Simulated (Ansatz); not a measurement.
# GeH₈N₂Si₂: how energies converge with the basis set

An exercise on one series of results from a longer session: the logs are not shown, and one member is left open.

Computed with Ansatz 0.2.0, Gaussian basis. Level: one geometry, several basis sets.

Plan: PBE0-D4/def2-SVP; ωB97M-V/def2-SVP; PBE0-D4/def2-QZVPP; ωB97M-V/def2-QZVPP; the functionals' def2-TZVPP values are taken from earlier runs.

### The geometry

An earlier PBE0-D4 in a triple-zeta def2 set relaxation fixed the geometry.

SMILES `[NH2][Ge][N]([SiH3])[SiH3]`, 13 atoms, charge 0, spin multiplicity 1.

Atoms are counted from 1 here; the program's logs count them from 0.

Bond lengths: N1–Ge2 1.823 Å, N1–H6 1.008 Å, N1–H7 1.009 Å, Ge2–N3 1.880 Å, N3–Si4 1.735 Å, N3–Si5 1.732 Å, Si4–H8 1.488 Å, Si4–H9 1.488 Å, Si4–H10 1.489 Å, Si5–H11 1.490 Å, Si5–H12 1.488 Å, Si5–H13 1.488 Å. Angles: Ge2–N1–H6 119.0°, Ge2–N1–H7 129.1°, H6–N1–H7 111.7°, N1–Ge2–N3 99.0°, Ge2–N3–Si4 117.1°, Ge2–N3–Si5 124.5°, Si4–N3–Si5 118.3°, N3–Si4–H8 111.6°, N3–Si4–H9 107.9°, N3–Si4–H10 111.5°, H8–Si4–H9 109.0°, H8–Si4–H10 107.6°, H9–Si4–H10 109.1°, N3–Si5–H11 111.4°, N3–Si5–H12 109.0°, N3–Si5–H13 111.8°, H11–Si5–H12 108.3°, H11–Si5–H13 107.3° and more.

Set-up of the first run:

in.yaml reads:

```yaml
crystal:
  periodic: [false, false, false]
  atoms:
    - {symbol: N, position_ang: [-1.031996, 1.808633, -1.468659]}
    - {symbol: Ge, position_ang: [-0.264458, 1.906517, 0.182464]}
    - {symbol: N, position_ang: [0.166217, 0.090760, 0.413352]}
    - {symbol: Si, position_ang: [0.855324, -0.370515, 1.937446]}
    - {symbol: Si, position_ang: [-0.021224, -1.125227, -0.805411]}
    - {symbol: H, position_ang: [-1.367425, 2.653996, -1.902623]}
    - {symbol: H, position_ang: [-1.253494, 0.993276, -2.020158]}
    - {symbol: H, position_ang: [-0.009368, -1.344068, 2.658266]}
    - {symbol: H, position_ang: [0.996443, 0.856888, 2.766355]}
    - {symbol: H, position_ang: [2.193965, -0.998278, 1.763601]}
    - {symbol: H, position_ang: [-1.416493, -1.161891, -1.327945]}
    - {symbol: H, position_ang: [0.293024, -2.455330, -0.216315]}
    - {symbol: H, position_ang: [0.879987, -0.889561, -1.965673]}
basis:
  gaussian: {orbitals: def2-SVP}
hamiltonian: {xc: pbe0, dispersion: d4}
output: {orbitals: {seedname: orbitals}}
```

Run with:

```sh
$ ansatz run in.yaml --threads 4 --pin off --events-out ev --progress --plain --max-ram 11315MiB
```

Steps of the session up to this table: PBE0-D4 in def2-SVP; ωB97M-V in def2-SVP; PBE0-D4 in def2-QZVPP; ωB97M-V in def2-QZVPP.

One of the session's tables, all rows but one given; the rest of the session is left out.

It belongs to the step «Functionals by basis». 

```
functional       basis  HOMO (eV)
   PBE0-D4    def2-SVP      -7.07
   PBE0-D4  def2-TZVPP      -7.16
   PBE0-D4  def2-QZVPP      -7.21
   ωB97M-V    def2-SVP          ?
   ωB97M-V  def2-TZVPP      -9.35
   ωB97M-V  def2-QZVPP      -9.40
```

Estimate the missing values for ωB97M-V, def2-SVP.

The run gave: HOMO (eV): -9.23. In the column «HOMO (eV)» it lies between ωB97M-V, def2-TZVPP (-9.35) and PBE0-D4, def2-QZVPP (-7.21).
